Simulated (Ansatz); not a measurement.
**BFH2OSi: an energy map over angle F1–Si2–O4 and angle H6–B3–O4**

How does the energy of BFH₂OSi, SMILES F[SiH]1BO1 change over two coordinates at once? A grid of runs gives the map.

Program: Ansatz 0.2.0. Level of theory: RKS wB97X-V/def2-SVP. These are calculated values, not measurements.

### 1 The starting structure

SMILES `F[SiH]1BO1`, 6 atoms, charge 0, spin multiplicity 1.

Atoms are counted from 1 here; the program's logs count them from 0.

Bond lengths: F1–Si2 1.636 Å, Si2–B3 1.914 Å, Si2–O4 1.797 Å, Si2–H5 1.494 Å, B3–O4 1.351 Å, B3–H6 1.210 Å. Angles: F1–Si2–B3 122.4°, F1–Si2–O4 111.0°, F1–Si2–H5 106.3°, B3–Si2–O4 42.6°, B3–Si2–H5 129.2°, O4–Si2–H5 109.0°, Si2–B3–O4 64.1°, Si2–B3–H6 163.7°, O4–B3–H6 132.2°, Si2–O4–B3 73.4°.

Coordinates:

| atom | x (Å) | y (Å) | z (Å) |
| --- | --- | --- | --- |
| F1 | -1.7955 | -0.5738 | -0.9356 |
| Si2 | -0.4144 | 0.2417 | -0.6132 |
| B3 | 0.4871 | 0.1057 | 1.0698 |
| O4 | 0.8055 | -0.8332 | 0.1516 |
| H5 | 0.1110 | 0.7135 | -1.9300 |
| H6 | 0.8482 | 0.2820 | 2.2113 |

This geometry comes from a loose relaxation at PBE in a small basis, which is not shown.

### 2 Relaxing the molecule

Input file input.yaml:

```yaml
crystal:
  periodic: [false, false, false]
  atoms:
    - { symbol: F, position_ang: [-1.795502, -0.573817, -0.935636] }
    - { symbol: Si, position_ang: [-0.414354, 0.241681, -0.613202] }
    - { symbol: B, position_ang: [0.487141, 0.105689, 1.06985] }
    - { symbol: O, position_ang: [0.80547, -0.833163, 0.151586] }
    - { symbol: H, position_ang: [0.111036, 0.713477, -1.930025] }
    - { symbol: H, position_ang: [0.848209, 0.282032, 2.211328] }
basis:
  gaussian: { orbitals: def2-SVP }
hamiltonian:
  xc: { name: wB97X-V }
output:
  forces: true
relax:
  f_tol: 0.003
  max_steps: 120
```

Launch:

```console
$ ansatz run input.yaml --threads 1 --pin off --max-ram 2560MiB --backend cpu --events-out ev --progress --plain --runs-dir out
```

Log, cut to the lines that bear on the results:

```text
Warning: RAYON_NUM_THREADS=1 ignored (pool sized by the plan → 1); use --threads N
[...]
Functional definition: wB97X-V
[...]
      + integral(e_c_pw_opposite_spin*poly(b97_u_opposite, cos0, cos1)) + vv10(b, c)
718 factors; integrals over basis functions are off by at most 3.9e-4 eV
235 factors; integrals over basis functions are off by at most 1.0e-6 eV
[...]
mean field -13342.17177559 eV, -490.3157691039 hartree, gradient 2.6e-5 eV, S^2 0.000000; 0 other end points of the search recorded, 0 dependent functions left out
[...]
reference -13342.17177412 eV, -490.3157690501 hartree; 19, 19 occupied and 51, 51 virtual orbitals, 718 factors
relax step   1: F+E_penalty+E_count = -13342.17177559 eV  Δ(F+E_penalty+E_count) = +0.000e0 eV  max|allowed force component| = 6.962e-1 eV/Å  Δτ_max = 0.0000 Å  (29 SCF iters, accepted)
[...]
relax step   6: F+E_penalty+E_count = -13342.20217666 eV  Δ(F+E_penalty+E_count) = -9.804e-4 eV  max|allowed force component| = 1.603e-2 eV/Å  Δτ_max = 0.0072 Å  (34 SCF iters, accepted)
[...]
relax step   7: F+E_penalty+E_count = -13342.20222880 eV  Δ(F+E_penalty+E_count) = -5.214e-5 eV  max|allowed force component| = 2.292e-3 eV/Å  Δτ_max = 0.0026 Å  (26 SCF iters, accepted)
718 factors; integrals over basis functions are off by at most 3.6e-4 eV
235 factors; integrals over basis functions are off by at most 1.0e-6 eV
[...]
mean field -13342.20222880 eV, -490.3168882390 hartree, gradient 2.6e-5 eV, S^2 0.000000; 1 other end points of the search recorded, 0 dependent functions left out
[...]
reference -13342.20222734 eV, -490.3168881852 hartree; 19, 19 occupied and 51, 51 virtual orbitals, 718 factors
Total energy: -13342.20222734 eV, -490.3168881852 hartree
Atom 0 at    -1.780918    -0.561578    -0.932695 Å, force    -0.001487     0.000049    -0.001064 eV/Å
Atom 1 at    -0.387823     0.203672    -0.616575 Å, force     0.000019     0.000141    -0.000535 eV/Å
Atom 2 at     0.475997     0.117231     1.063643 Å, force     0.000524    -0.000370     0.002206 eV/Å
Atom 3 at     0.788374    -0.836693     0.155799 Å, force     0.000721    -0.000324    -0.002292 eV/Å
Atom 4 at     0.097376     0.728017    -1.909776 Å, force     0.000276    -0.000835     0.001823 eV/Å
Atom 5 at     0.848994     0.285250     2.193505 Å, force    -0.000053     0.001339    -0.000138 eV/Å
Dipole moment:     0.070388     0.314697    -0.015712 e Å
```

It took 47 s on 1 thread of Arm Neoverse V2, shared host; peak memory 0.2 GiB.

The steps of the relaxation:

| step | energy from step 1 (eV) | largest force component (eV/Å) |
| --- | --- | --- |
| 1 | 0.0000 | 0.6962 |
| 2 | -0.0186 | 0.4182 |
| 3 | -0.0282 | 0.2152 |
| 4 | -0.0294 | 0.1561 |
| 5 | -0.0288 | 0.1566 |
| 6 | -0.0304 | 0.0160 |
| 7 | -0.0305 | 0.0023 |

Close pairs (by a distance rule), those that changed most:

| bond | before (Å) | after (Å) | change (Å) |
| --- | --- | --- | --- |
| Si2–O4 | 1.797 | 1.750 | -0.047 |
| Si2–B3 | 1.914 | 1.891 | -0.023 |
| Si2–H5 | 1.494 | 1.477 | -0.017 |
| F1–Si2 | 1.636 | 1.621 | -0.015 |
| B3–H6 | 1.210 | 1.202 | -0.008 |
| B3–O4 | 1.351 | 1.353 | +0.002 |

### 3 The grid

First coordinate, angle F1–Si2–O4: 9 values from 87.5 to 137.5 °. Second coordinate, angle H6–B3–O4: 9 values from 96.1 to 166.1 °.

Nothing else is relaxed (all other coordinates rigid). Energies count from the relaxed molecule at the same level. Points are written as (first, second).

Of the runs on the grid, 3 are shown in the steps below; the others differ only in the two coordinates.

### 4 The run at (112.5°, 131.1°)

Input file input.yaml:

```yaml
crystal:
  periodic: [false, false, false]
  atoms:
    - { symbol: F, position_ang: [-1.780617, -0.562259, -0.932373] }
    - { symbol: Si, position_ang: [-0.387823, 0.203672, -0.616575] }
    - { symbol: B, position_ang: [0.475997, 0.117231, 1.063643] }
    - { symbol: O, position_ang: [0.788374, -0.836693, 0.155799] }
    - { symbol: H, position_ang: [0.097376, 0.728017, -1.909776] }
    - { symbol: H, position_ang: [0.849219, 0.284933, 2.193478] }
basis:
  gaussian: { orbitals: def2-SVP }
hamiltonian:
  xc: { name: wB97X-V }
output:
  forces: true
```

Launch:

```console
$ ansatz run input.yaml --threads 1 --pin off --max-ram 2560MiB --backend cpu --events-out ev --progress --plain --runs-dir out
```

Log, cut to the lines that bear on the results:

```text
Warning: RAYON_NUM_THREADS=1 ignored (pool sized by the plan → 1); use --threads N
[...]
[... 1 set-up line as earlier in the session ...]
[...]
      + integral(e_c_pw_opposite_spin*poly(b97_u_opposite, cos0, cos1)) + vv10(b, c)
666 factors; integrals over basis functions are off by at most 1.1e-3 eV
202 factors; integrals over basis functions are off by at most 1.0e-5 eV
[...]
mean field -13342.20221571 eV, -490.3168877579 hartree, gradient 5.6e-5 eV, S^2 0.000000; 0 other end points of the search recorded, 0 dependent functions left out
[...]
reference -13342.20221424 eV, -490.3168877040 hartree; 19, 19 occupied and 51, 51 virtual orbitals, 666 factors
Total energy: -13342.20221424 eV, -490.3168877040 hartree
Atom 0 at    -1.780617    -0.562259    -0.932373 Å, force    -0.002020     0.001322    -0.002081 eV/Å
Atom 1 at    -0.387823     0.203672    -0.616575 Å, force     0.000309    -0.002046     0.000266 eV/Å
Atom 2 at     0.475997     0.117231     1.063643 Å, force     0.002004    -0.001795     0.002523 eV/Å
Atom 3 at     0.788374    -0.836693     0.155799 Å, force     0.000836     0.001026    -0.002392 eV/Å
Atom 4 at     0.097376     0.728017    -1.909776 Å, force    -0.000395    -0.000778     0.001673 eV/Å
Atom 5 at     0.849219     0.284933     2.193478 Å, force    -0.000735     0.002272     0.000011 eV/Å
Dipole moment:     0.070287     0.314975    -0.015888 e Å
```

It took 6.8 s on 1 thread of Arm Neoverse V2, shared host; peak memory 0.16 GiB.

On the map this point reads 0 kJ/mol.

### 5 The run at (131.3°, 113.6°)

Input file input.yaml:

```yaml
crystal:
  periodic: [false, false, false]
  atoms:
    - { symbol: F, position_ang: [-1.900334, -0.083088, -1.122868] }
    - { symbol: Si, position_ang: [-0.387823, 0.203672, -0.616575] }
    - { symbol: B, position_ang: [0.475997, 0.117231, 1.063643] }
    - { symbol: O, position_ang: [0.788374, -0.836693, 0.155799] }
    - { symbol: H, position_ang: [0.097376, 0.728017, -1.909776] }
    - { symbol: H, position_ang: [1.040523, -0.016808, 2.115921] }
basis:
  gaussian: { orbitals: def2-SVP }
hamiltonian:
  xc: { name: wB97X-V }
output:
  forces: true
```

Launch:

```console
$ ansatz run input.yaml --threads 1 --pin off --max-ram 2560MiB --backend cpu --events-out ev --progress --plain --runs-dir out
```

Log, cut to the lines that bear on the results:

```text
Warning: RAYON_NUM_THREADS=1 ignored (pool sized by the plan → 1); use --threads N
[...]
[... 1 set-up line as earlier in the session ...]
[...]
      + integral(e_c_pw_opposite_spin*poly(b97_u_opposite, cos0, cos1)) + vv10(b, c)
666 factors; integrals over basis functions are off by at most 1.2e-3 eV
202 factors; integrals over basis functions are off by at most 1.1e-5 eV
[...]
mean field -13341.79322931 eV, -490.3018577847 hartree, gradient 6.5e-5 eV, S^2 0.000000; 0 other end points of the search recorded, 0 dependent functions left out
[...]
reference -13341.79322782 eV, -490.3018577301 hartree; 19, 19 occupied and 51, 51 virtual orbitals, 666 factors
Total energy: -13341.79322782 eV, -490.3018577301 hartree
Atom 0 at    -1.900334    -0.083088    -1.122868 Å, force    -0.149307    -0.707184     0.629314 eV/Å
Atom 1 at    -0.387823     0.203672    -0.616575 Å, force     0.419115     0.913705    -0.300553 eV/Å
Atom 2 at     0.475997     0.117231     1.063643 Å, force     0.446089    -0.589335     0.435270 eV/Å
Atom 3 at     0.788374    -0.836693     0.155799 Å, force    -0.817545    -0.480482    -1.377361 eV/Å
Atom 4 at     0.097376     0.728017    -1.909776 Å, force     0.482994     0.038524     0.162367 eV/Å
Atom 5 at     1.040523    -0.016808     2.115921 Å, force    -0.381346     0.824772     0.450963 eV/Å
Dipole moment:     0.038726     0.157298    -0.005913 e Å
```

Wall time 6.7 s (1 thread of Arm Neoverse V2, shared host); peak memory 0.16 GiB.

That is 39 kJ/mol from the zero.

### 6 Point (100.0°, 96.1°)

Input file input.yaml:

```yaml
crystal:
  periodic: [false, false, false]
  atoms:
    - { symbol: F, position_ang: [-1.617292, -0.838479, -0.785632] }
    - { symbol: Si, position_ang: [-0.387823, 0.203672, -0.616575] }
    - { symbol: B, position_ang: [0.475997, 0.117231, 1.063643] }
    - { symbol: O, position_ang: [0.788374, -0.836693, 0.155799] }
    - { symbol: H, position_ang: [0.097376, 0.728017, -1.909776] }
    - { symbol: H, position_ang: [1.179572, -0.306142, 1.940959] }
basis:
  gaussian: { orbitals: def2-SVP }
hamiltonian:
  xc: { name: wB97X-V }
output:
  forces: true
```

Launch:

```console
$ ansatz run input.yaml --threads 1 --pin off --max-ram 2560MiB --backend cpu --events-out ev --progress --plain --runs-dir out
```

Log, cut to the lines that bear on the results:

```text
Warning: RAYON_NUM_THREADS=1 ignored (pool sized by the plan → 1); use --threads N
[...]
[... 1 set-up line as earlier in the session ...]
[...]
      + integral(e_c_pw_opposite_spin*poly(b97_u_opposite, cos0, cos1)) + vv10(b, c)
666 factors; integrals over basis functions are off by at most 9.5e-4 eV
202 factors; integrals over basis functions are off by at most 9.5e-6 eV
[...]
mean field -13341.20321041 eV, -490.2801749903 hartree, gradient 5.9e-5 eV, S^2 0.000000; 0 other end points of the search recorded, 0 dependent functions left out
[...]
reference -13341.20320896 eV, -490.2801749368 hartree; 19, 19 occupied and 51, 51 virtual orbitals, 666 factors
Total energy: -13341.20320896 eV, -490.2801749368 hartree
Atom 0 at    -1.617292    -0.838479    -0.785632 Å, force    -0.548908     0.586712    -0.448097 eV/Å
Atom 1 at    -0.387823     0.203672    -0.616575 Å, force     0.581517    -1.323710     0.464338 eV/Å
Atom 2 at     0.475997     0.117231     1.063643 Å, force     1.489916    -1.685869     0.326197 eV/Å
Atom 3 at     0.788374    -0.836693     0.155799 Å, force    -0.681076     0.605955    -2.114980 eV/Å
Atom 4 at     0.097376     0.728017    -1.909776 Å, force    -0.312893     0.116127     0.000355 eV/Å
Atom 5 at     1.179572    -0.306142     1.940959 Å, force    -0.528557     1.700785     1.772187 eV/Å
Dipole moment:    -0.031152     0.443636    -0.178718 e Å
```

Run time: 7.3 s. Hardware: 1 thread of Arm Neoverse V2, shared host; peak memory 0.16 GiB.

Energy on the map's scale: 96 kJ/mol.

### 7 All points together

81 points were computed. Energies in kJ/mol, from the relaxed molecule at the same level:

```
angle H6–B3–O4 (°) ↓, angle F1–Si2–O4 (°) →  87.5  93.8  100.0  106.3  112.5  118.8  125.0  131.3  137.5
                                      166.1   108    84     70     64     63     69     79     94    113
                                      157.4    84    60     45     37     36     41     51     65     84
                                      148.6    67    42     26     18     16     20     29     44     62
                                      139.9    58    32     16      7      4      8     16     30     48
                                      131.1    57    30     13      3      0      3     11     24     41
                                      122.4    65    37     18      8      4      7     14     27     44
                                      113.6    81    52     34     22     18     20     27     39     56
                                      104.9   108    78     59     47     43     44     51     63     79
                                       96.1   146   116     96     84     80     81     87     99    115
```

On the same grid, dipole moment (D):

```tsv
angle H6–B3–O4 (°) ↓, angle F1–Si2–O4 (°) →	87.5	93.8	100.0	106.3	112.5	118.8	125.0	131.3	137.5
166.1	2.25	2.12	1.98	1.82	1.65	1.49	1.34	1.20	1.10
157.4	2.24	2.10	1.94	1.76	1.58	1.40	1.23	1.08	0.97
148.6	2.27	2.11	1.93	1.73	1.53	1.33	1.13	0.95	0.82
139.9	2.34	2.16	1.97	1.75	1.52	1.29	1.06	0.85	0.68
131.1	2.44	2.25	2.03	1.80	1.55	1.30	1.04	0.79	0.57
122.4	2.55	2.34	2.11	1.86	1.60	1.33	1.05	0.77	0.51
113.6	2.65	2.43	2.19	1.93	1.66	1.37	1.08	0.78	0.49
104.9	2.72	2.50	2.26	1.99	1.71	1.41	1.11	0.80	0.49
96.1	2.77	2.55	2.30	2.03	1.75	1.44	1.14	0.82	0.51
```

### 8 Summary of results

```
               quantity                                                                         value
           lowest point                                                    (112.5°, 131.1°), 0 kJ/mol
 highest computed point                                   (87.5°, 96.1°), 146 kJ/mol above the lowest
      dipole moment (D)  0.49 at (137.5°, 113.6°) to 2.77 at (87.5°, 96.1°); 1.55 at the lowest point
time for the whole task                                               10 min on 1 thread, shared host
```

What this shows: The lowest computed point is at (112.5°, 131.1°), 0 kJ/mol from the relaxed molecule at the same level. No other kind of well shows on this grid. The highest computed point, (87.5°, 96.1°), lies 146 kJ/mol above the lowest. Round the minimum the two coordinates are nearly uncoupled.
